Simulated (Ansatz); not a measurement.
**ClF2H3NOTa: molecular dynamics**

Purpose: to follow the molecule's vibrations and see whether its bonds hold. The start is relaxed first. Runs: 500 steps of 0.5 fs under a Langevin thermostat at 300 K.

Program: Ansatz 0.2.0. Level of theory: RHF/def2-SVP. These are calculated values, not measurements.

**1. The starting structure**

Bond lengths: Ta1–O2 2.020 Å, O2–H3 1.010 Å, Ta1–N4 2.160 Å, N4–H5 1.060 Å, N4–H6 1.060 Å, Ta1–F7 1.930 Å, Ta1–Cl8 2.470 Å, Ta1–F9 1.930 Å. Angles: Ta1–O2–H3 109.5°, O2–Ta1–N4 90.0°, O2–Ta1–F7 90.0°, O2–Ta1–Cl8 120.0°, O2–Ta1–F9 120.0°, N4–Ta1–F7 180.0°, N4–Ta1–Cl8 90.0°, N4–Ta1–F9 90.0°, F7–Ta1–Cl8 90.0°, F7–Ta1–F9 90.0°, Cl8–Ta1–F9 120.0°, Ta1–N4–H5 120.0°, Ta1–N4–H6 120.0°, H5–N4–H6 120.0°.

Structure file:

```xyz
9

Ta    0.0000    0.0000    0.0000
O     2.0200    0.0000    0.0000
H     2.3571   -0.5308    0.7903
N     0.0000    0.0000    2.1600
H    -0.2456   -0.8845    2.6900
H     0.2456    0.8845    2.6900
F     0.0000    0.0000   -1.9300
Cl   -1.2350    2.1390    0.0000
F    -0.9650   -1.6714    0.0000
```

**2. Relaxing the start**

input.yaml reads:

```yaml
crystal:
  periodic: [false, false, false]
  atoms:
    - { symbol: Ta, position_ang: [0.0, 0.0, 0.0] }
    - { symbol: O, position_ang: [2.02, 0.0, 0.0] }
    - { symbol: H, position_ang: [2.3571, -0.5308, 0.7903] }
    - { symbol: "N", position_ang: [0.0, 0.0, 2.16] }
    - { symbol: H, position_ang: [-0.2456, -0.8845, 2.69] }
    - { symbol: H, position_ang: [0.2456, 0.8845, 2.69] }
    - { symbol: F, position_ang: [0.0, 0.0, -1.93] }
    - { symbol: Cl, position_ang: [-1.235, 2.139, 0.0] }
    - { symbol: F, position_ang: [-0.965, -1.6714, 0.0] }
basis:
  gaussian: { orbitals: def2-SVP }
hamiltonian:
  xc: hf
relax:
  f_tol: 0.02
  max_steps: 40
output:
  orbitals: {}
```

Run with:

```console
$ ansatz run input.yaml --threads 2 --pin off --max-ram 3072MiB --backend cpu --events-out ev --progress --plain --runs-dir out
```

Log, cut to the lines that bear on the results:

```text
Warning: RAYON_NUM_THREADS=2 ignored (pool sized by the plan → 2); use --threads N
[...]
Functional definition: HF
[...]
1263 factors; integrals over basis functions are off by at most 3.1e-4 eV
[...]
mean field -23010.85031675 eV, -845.6331518259 hartree, gradient 2.7e-5 eV, S^2 0.000000; 0 other end points of the search recorded, 0 dependent functions left out
[...]
reference -23010.85031675 eV, -845.6331518259 hartree; 33, 33 occupied and 88, 88 virtual orbitals, 1263 factors
relax step   1: F+E_penalty+E_count = -23010.85031675 eV  Δ(F+E_penalty+E_count) = +0.000e0 eV  max|allowed force component| = 2.640e0 eV/Å  Δτ_max = 0.0000 Å  (42 SCF iters, accepted)
[...]
relax step   5: F+E_penalty+E_count = -23012.23022221 eV  Δ(F+E_penalty+E_count) = -5.340e-2 eV  max|allowed force component| = 7.982e-1 eV/Å  Δτ_max = 0.1798 Å  (39 SCF iters, accepted)
[...]
relax step   9: F+E_penalty+E_count = -23012.46436075 eV  Δ(F+E_penalty+E_count) = -6.850e-2 eV  max|allowed force component| = 7.239e-1 eV/Å  Δτ_max = 0.1976 Å  (40 SCF iters, accepted)
[...]
relax step  13: F+E_penalty+E_count = -23012.60244739 eV  Δ(F+E_penalty+E_count) = -3.403e-3 eV  max|allowed force component| = 8.185e-2 eV/Å  Δτ_max = 0.0269 Å  (39 SCF iters, accepted)
[...]
relax step  16: F+E_penalty+E_count = -23012.60446337 eV  Δ(F+E_penalty+E_count) = -9.189e-5 eV  max|allowed force component| = 4.124e-2 eV/Å  Δτ_max = 0.0146 Å  (41 SCF iters, accepted)
[...]
relax step  17: F+E_penalty+E_count = -23012.60451621 eV  Δ(F+E_penalty+E_count) = -5.285e-5 eV  max|allowed force component| = 7.777e-3 eV/Å  Δτ_max = 0.0044 Å  (41 SCF iters, accepted)
1263 factors; integrals over basis functions are off by at most 3.4e-4 eV
mean field -23012.60451621 eV, -845.6976174673 hartree, gradient 1.5e-5 eV, S^2 0.000000; 1 other end points of the search recorded, 0 dependent functions left out
[...]
reference -23012.60451621 eV, -845.6976174673 hartree; 33, 33 occupied and 88, 88 virtual orbitals, 1263 factors
Total energy: -23012.60451621 eV, -845.6976174673 hartree
Atom 0 at     0.162305    -0.057373     0.165814 Å, force    -0.001224    -0.004223     0.004593 eV/Å
Atom 1 at     1.998390    -0.112609    -0.089891 Å, force    -0.006513     0.003291     0.000081 eV/Å
Atom 2 at     2.920766    -0.026446     0.083458 Å, force     0.006458    -0.000317     0.000949 eV/Å
Atom 3 at    -0.507181    -0.045145     2.008940 Å, force     0.000236     0.002095    -0.005896 eV/Å
Atom 4 at    -0.735288    -0.893384     2.497045 Å, force     0.000502    -0.000944     0.000306 eV/Å
Atom 5 at    -0.699053     0.772757     2.556957 Å, force     0.000463    -0.004008     0.001777 eV/Å
Atom 6 at    -0.953782    -0.092569    -1.343504 Å, force    -0.000708    -0.001063     0.000247 eV/Å
Atom 7 at     0.026952     2.322159     0.224746 Å, force     0.002265     0.007777    -0.002827 eV/Å
Atom 8 at    -0.036008    -1.930590     0.296736 Å, force    -0.001479    -0.002607     0.000771 eV/Å
Dipole moment:     0.507729    -0.094488     0.603833 e Å
```

It took 37 s on 2 threads of Arm Neoverse V2, shared host; peak memory 0.28 GiB.

The steps of the relaxation:

| step | energy from step 1 (eV) | largest force component (eV/Å) |
| --- | --- | --- |
| 1 | 0.0000 | 2.6399 |
| 2 | -0.9776 | 2.5698 |
| 3 | -1.2485 | 1.8215 |
| 4 | -1.3265 | 1.3113 |
| 5 | -1.3799 | 0.7982 |
| 6 | -1.4168 | 0.9232 |
| 7 | -1.4669 | 0.6048 |
| 8 | -1.5455 | 0.7367 |
| 9 | -1.6140 | 0.7239 |
| 10 | -1.6774 | 0.8879 |
| 11 | -1.7425 | 0.4480 |
| 12 | -1.7487 | 0.3363 |
| 13 | -1.7521 | 0.0819 |
| 14 | -1.7538 | 0.0407 |
| 15 | -1.7541 | 0.0334 |
| 16 | -1.7541 | 0.0412 |
| 17 | -1.7542 | 0.0078 |

Step 1 is the start.

After: Bond lengths: Ta1–O2 1.855 Å, O2–H3 0.942 Å, Ta1–N4 1.961 Å, N4–H5 1.005 Å, N4–H6 1.003 Å, Ta1–F7 1.877 Å, Ta1–Cl8 2.384 Å, Ta1–F9 1.888 Å. Angles: Ta1–O2–H3 160.2°, O2–Ta1–N4 117.9°, O2–Ta1–F7 118.5°, O2–Ta1–Cl8 95.1°, O2–Ta1–F9 94.8°, N4–Ta1–F7 123.6°, N4–Ta1–Cl8 87.2°, N4–Ta1–F9 84.6°, F7–Ta1–Cl8 90.3°, F7–Ta1–F9 88.6°, Cl8–Ta1–F9 169.3°, Ta1–N4–H5 121.9°, Ta1–N4–H6 125.7°, H5–N4–H6 112.3°.

**3. The run**

500 steps of 0.5 fs under a Langevin thermostat at 300 K, from the relaxed start.

input.yaml reads:

```yaml
crystal:
  periodic: [false, false, false]
  atoms:
    - { symbol: Ta, position_ang: [0.162305, -0.057373, 0.165814] }
    - { symbol: O, position_ang: [1.99839, -0.112609, -0.089891] }
    - { symbol: H, position_ang: [2.920766, -0.026446, 0.083458] }
    - { symbol: "N", position_ang: [-0.507181, -0.045145, 2.00894] }
    - { symbol: H, position_ang: [-0.735288, -0.893384, 2.497045] }
    - { symbol: H, position_ang: [-0.699053, 0.772757, 2.556957] }
    - { symbol: F, position_ang: [-0.953782, -0.092569, -1.343504] }
    - { symbol: Cl, position_ang: [0.026952, 2.322159, 0.224746] }
    - { symbol: F, position_ang: [-0.036008, -1.93059, 0.296736] }
basis:
  gaussian: { orbitals: def2-SVP }
hamiltonian:
  xc: hf
md:
  timestep: 0.5
  n_steps: 500
  ensemble: nvt_langevin
  temperature: 300.0
  initial_velocities: maxwell_boltzmann
  seed: 715749
  friction: 0.02
```

Run with:

```console
$ ansatz run input.yaml --threads 2 --pin off --max-ram 3072MiB --backend cpu --events-out ev --progress --plain --runs-dir out
```

Log, cut to the lines that bear on the results:

```text
Warning: RAYON_NUM_THREADS=2 ignored (pool sized by the plan → 2); use --threads N
[...]
Functional definition: HF
[...]
1261 factors; integrals over basis functions are off by at most 2.9e-4 eV
[...]
mean field -23012.60452848 eV, -845.6976179179 hartree, gradient 8.4e-6 eV, S^2 0.000000; 0 other end points of the search recorded, 0 dependent functions left out
[...]
reference -23012.60452848 eV, -845.6976179179 hartree; 33, 33 occupied and 88, 88 virtual orbitals, 1261 factors
md step     0: t =     0.00 fs  T =   266.7 K  F+E_penalty+E_count = -23012.60452848 eV  E_kin = 0.310224 eV  (43 SCF iters)
[...]
md step    25: t =    12.50 fs  T =   182.0 K  F+E_penalty+E_count = -23012.47263417 eV  E_kin = 0.211785 eV  (41 SCF iters)
[...]
md step    50: t =    25.00 fs  T =   191.5 K  F+E_penalty+E_count = -23012.45120676 eV  E_kin = 0.222744 eV  (41 SCF iters)
[...]
md step    75: t =    37.50 fs  T =   174.9 K  F+E_penalty+E_count = -23012.28795644 eV  E_kin = 0.203499 eV  (40 SCF iters)
[...]
md step    99: t =    49.50 fs  T =   290.6 K  F+E_penalty+E_count = -23012.25407010 eV  E_kin = 0.338075 eV  (41 SCF iters)
md step   100: t =    50.00 fs  T =   267.8 K  F+E_penalty+E_count = -23012.23057427 eV  E_kin = 0.311496 eV  (40 SCF iters)
```

**4. The output, continued: dynamics from the start**

Output, continued, cut to the lines that bear on the results:

```text
md step   101: t =    50.50 fs  T =   271.1 K  F+E_penalty+E_count = -23012.22441855 eV  E_kin = 0.315352 eV  (40 SCF iters)
[...]
md step   133: t =    66.50 fs  T =   221.4 K  F+E_penalty+E_count = -23012.22368999 eV  E_kin = 0.257612 eV  (41 SCF iters)
[...]
md step   165: t =    82.50 fs  T =   279.3 K  F+E_penalty+E_count = -23012.35536874 eV  E_kin = 0.324925 eV  (40 SCF iters)
[...]
md step   197: t =    98.50 fs  T =   311.0 K  F+E_penalty+E_count = -23012.39918100 eV  E_kin = 0.361795 eV  (40 SCF iters)
[...]
md step   229: t =   114.50 fs  T =   232.9 K  F+E_penalty+E_count = -23012.44236617 eV  E_kin = 0.270948 eV  (40 SCF iters)
md step   230: t =   115.00 fs  T =   225.9 K  F+E_penalty+E_count = -23012.43847350 eV  E_kin = 0.262844 eV  (40 SCF iters)
```

**5. More of the same log: dynamics from the start**

The log, continued, cut to the lines that bear on the results:

```text
md step   231: t =   115.50 fs  T =   212.5 K  F+E_penalty+E_count = -23012.42296514 eV  E_kin = 0.247262 eV  (40 SCF iters)
[...]
md step   257: t =   128.50 fs  T =   260.7 K  F+E_penalty+E_count = -23012.45187325 eV  E_kin = 0.303260 eV  (41 SCF iters)
[...]
md step   283: t =   141.50 fs  T =   347.4 K  F+E_penalty+E_count = -23012.43074479 eV  E_kin = 0.404156 eV  (41 SCF iters)
[...]
md step   309: t =   154.50 fs  T =   340.3 K  F+E_penalty+E_count = -23012.39908201 eV  E_kin = 0.395934 eV  (41 SCF iters)
[...]
md step   499: t =   249.50 fs  T =   277.8 K  F+E_penalty+E_count = -23012.32334336 eV  E_kin = 0.323124 eV  (40 SCF iters)
[...]
md step   500: t =   250.00 fs  T =   264.8 K  F+E_penalty+E_count = -23012.30669265 eV  E_kin = 0.307994 eV  (44 SCF iters)
Total energy: -23012.30669265 eV, -845.6866726531 hartree
Atom 0 at     0.337947    -0.076563     0.373014 Å, force     0.756664     0.650312    -0.122827 eV/Å
Atom 1 at     2.078691     0.416819    -0.096376 Å, force    -2.442597    -0.808126     0.062463 eV/Å
Atom 2 at     2.985087     0.494359    -0.068281 Å, force     2.254518     0.278487     0.045301 eV/Å
Atom 3 at    -0.173915    -0.238758     2.221926 Å, force     0.061562     0.739484     0.024632 eV/Å
Atom 4 at    -0.274646    -1.095425     2.688606 Å, force     0.009805    -1.370772     0.339296 eV/Å
Atom 5 at    -0.296336     0.484004     2.880330 Å, force    -0.251416     1.063177     0.433735 eV/Å
Atom 6 at    -0.942815    -0.562434    -0.867633 Å, force    -0.497787    -0.006375    -0.620768 eV/Å
Atom 7 at    -0.282927     2.325630     0.309145 Å, force     0.048188    -1.254150     0.185911 eV/Å
Atom 8 at     0.705919    -1.944679     0.577409 Å, force     0.061064     0.707964    -0.347743 eV/Å
Dipole moment:     0.546580    -0.138668     0.554954 e Å
```

Run time: 14 min. Hardware: 2 threads of Arm Neoverse V2, shared host; peak memory 0.28 GiB.

**6. The trajectory**

The trajectory, every 26 steps (energies from step 0):

| time (fs) | T (K) | potential energy change (meV/atom) |
| --- | --- | --- |
| 0.0 | 267 | 0.0 |
| 13.0 | 169 | 15.2 |
| 26.0 | 185 | 17.9 |
| 39.0 | 162 | 39.3 |
| 52.0 | 308 | 30.9 |
| 65.0 | 207 | 44.5 |
| 78.0 | 246 | 32.8 |
| 91.0 | 265 | 18.9 |
| 104.0 | 225 | 30.0 |
| 117.0 | 216 | 21.0 |
| 130.0 | 293 | 17.6 |
| 143.0 | 380 | 19.8 |
| 156.0 | 342 | 23.8 |
| 169.0 | 327 | 18.0 |
| 182.0 | 272 | 27.6 |
| 195.0 | 357 | 18.1 |
| 208.0 | 192 | 35.3 |
| 221.0 | 240 | 20.5 |
| 234.0 | 378 | 18.1 |
| 247.0 | 332 | 28.9 |
| 250.0 | 265 | 33.1 |

time (fs), T (K) and a bar:
```
      0.0        267 #################
     11.0        172 #
     21.5        164 
     32.5        277 ###################
     43.5        215 ########
     54.5        227 ##########
     65.0        207 #######
     76.0        336 ############################
     87.0        281 ###################
     98.0        335 ############################
    108.5        291 #####################
    119.5        228 ##########
    130.5        291 #####################
    141.5        347 ##############################
    152.0        325 ##########################
    163.0        303 #######################
    174.0        296 ######################
    185.0        268 #################
    195.5        325 ##########################
    206.5        268 #################
    217.5        222 #########
    228.5        317 #########################
    239.0        337 ############################
    250.0        265 ################
```

**7. Frames from the trajectory**

Positions (Å) and forces (eV/Å):

```xyz
9
time_fs=31.0 T=233 dE=0.2083
Ta    0.130   -0.056    0.174   -0.165   -1.108   -0.480
O     1.982   -0.039    0.018   -0.556    0.198   -0.465
H     2.704   -0.588    0.212    1.028   -0.607    0.209
N    -0.358   -0.144    2.049    0.028    1.852   -0.043
H    -0.466   -0.983    2.556   -0.233   -0.651    0.637
H    -0.375    0.722    2.589   -0.158   -0.946   -0.042
F    -1.013   -0.244   -1.325    0.057    0.375    0.134
Cl    0.019    2.273    0.190   -0.307    0.609   -0.020
F    -0.021   -1.957    0.260    0.305    0.278    0.071
9
time_fs=62.5 T=200 dE=0.3992
Ta    0.117   -0.088    0.193   -1.122    0.157    1.288
O     1.954   -0.093    0.165   -1.616    2.432   -1.193
H     2.562   -0.738    0.279    2.845   -2.620    0.525
N    -0.289   -0.153    2.127   -0.960    0.434    0.314
H    -0.588   -0.962    2.649    0.263   -0.302   -0.501
H    -0.493    0.633    2.731    0.277    0.150   -0.529
F    -1.046   -0.261   -1.302    0.344    0.071    0.329
Cl   -0.077    2.315    0.152   -0.034   -0.720    0.018
F     0.057   -1.985    0.339    0.004    0.398   -0.252
9
time_fs=94.0 T=253 dE=0.2040
Ta    0.162   -0.085    0.208    0.246   -0.265    1.506
O     2.028   -0.067    0.057   -1.719   -0.054   -1.148
H     2.768    0.048    0.586    1.696    0.208    0.955
N    -0.452   -0.122    2.083    0.467   -1.550   -0.095
H    -0.480   -1.048    2.575   -0.128    1.922   -0.695
H    -0.550    0.691    2.655   -0.228   -0.017    0.347
F    -1.008   -0.308   -1.211   -0.434   -0.007   -0.814
Cl   -0.142    2.284    0.143    0.051   -0.215    0.087
F     0.102   -1.965    0.424    0.049   -0.020   -0.143
9
time_fs=125.0 T=227 dE=0.1823
Ta    0.193   -0.094    0.237    0.400    0.048   -1.710
O     2.040    0.105   -0.101   -1.196   -0.507    0.190
H     2.923    0.237    0.180    0.437    0.105    0.112
N    -0.493   -0.059    2.040   -0.335    1.451    0.633
H    -0.781   -0.908    2.424   -0.229   -1.648    0.692
H    -0.853    0.682    2.624    0.330    0.107   -0.477
F    -0.976   -0.259   -1.262    0.604   -0.283    0.706
Cl   -0.196    2.210    0.149   -0.087    0.730    0.112
F     0.165   -1.967    0.517    0.076   -0.001   -0.259
9
time_fs=156.0 T=342 dE=0.2142
Ta    0.264   -0.105    0.293    1.054   -0.607    0.581
O     2.042    0.189   -0.171   -0.038   -0.267    0.218
H     2.883    0.596   -0.295    0.007    0.000    0.077
N    -0.450    0.026    2.114   -0.215   -0.748    1.149
H    -0.612   -0.686    2.849    0.260    0.887   -1.163
H    -0.743    0.944    2.398   -0.038   -0.202    0.369
F    -0.805   -0.411   -1.152   -1.118   -0.129   -1.267
Cl   -0.221    2.226    0.192   -0.099    0.306   -0.173
F     0.339   -2.003    0.505    0.187    0.760    0.208
9
time_fs=187.5 T=177 dE=0.2797
Ta    0.314   -0.113    0.316    0.231    1.526    0.031
O     2.082    0.231   -0.148   -0.180   -0.277    0.172
H     2.660    0.878   -0.504    0.326    0.289   -0.070
N    -0.267   -0.034    2.195    0.518   -1.639   -1.561
H    -0.168   -0.888    2.683   -0.057   -1.156    0.324
H    -0.306    0.638    2.879   -0.361    2.390    1.256
F    -0.816   -0.378   -1.132   -0.495   -0.408   -0.282
Cl   -0.232    2.243    0.187    0.134   -0.311    0.080
F     0.595   -1.944    0.567   -0.114   -0.414    0.050
9
time_fs=219.0 T=215 dE=0.2420
Ta    0.354   -0.085    0.340    0.218   -1.477   -0.279
O     2.144    0.330   -0.074   -1.057   -0.802    0.296
H     2.824    0.933   -0.283    0.502    0.461   -0.097
N    -0.211   -0.151    2.239   -0.264    0.410   -0.015
H    -0.140   -1.011    2.801   -0.211    1.179   -0.461
H    -0.665    0.663    2.681    0.624   -1.295   -0.147
F    -0.941   -0.366   -1.037    0.783   -0.361    0.739
Cl   -0.232    2.135    0.203   -0.404    1.444    0.218
F     0.718   -1.944    0.559   -0.192    0.441   -0.254
9
time_fs=250.0 T=265 dE=0.2978
Ta    0.338   -0.077    0.373    0.757    0.650   -0.123
O     2.079    0.417   -0.096   -2.443   -0.808    0.062
H     2.985    0.494   -0.068    2.255    0.279    0.045
N    -0.174   -0.239    2.222    0.062    0.740    0.025
H    -0.275   -1.095    2.689    0.010   -1.371    0.339
H    -0.296    0.484    2.880   -0.251    1.063    0.434
F    -0.943   -0.562   -0.868   -0.498   -0.006   -0.621
Cl   -0.283    2.326    0.309    0.048   -1.254    0.186
F     0.706   -1.945    0.577    0.061    0.708   -0.348
```

**8. Summary of results**

```
                        quantity                          value
         relaxation of the start       16 moves, 1.754 eV lower
                          length            500 steps of 0.5 fs
temperature, first and last step                  267 and 265 K
        temperature, second half  mean 293 K, from 166 to 416 K
   potential energy, second half    +23 meV/atom from the start
          bonds formed or broken                              0
```

**Reading.** Against a set 300 K the second half averages 293 K with a spread of 55 K. The bonding pattern survives the run. A run of 250 fs with 9 atoms shows the motion but fixes no equilibrium value. The nuclei move classically, without zero-point motion, which matters most for hydrogen.
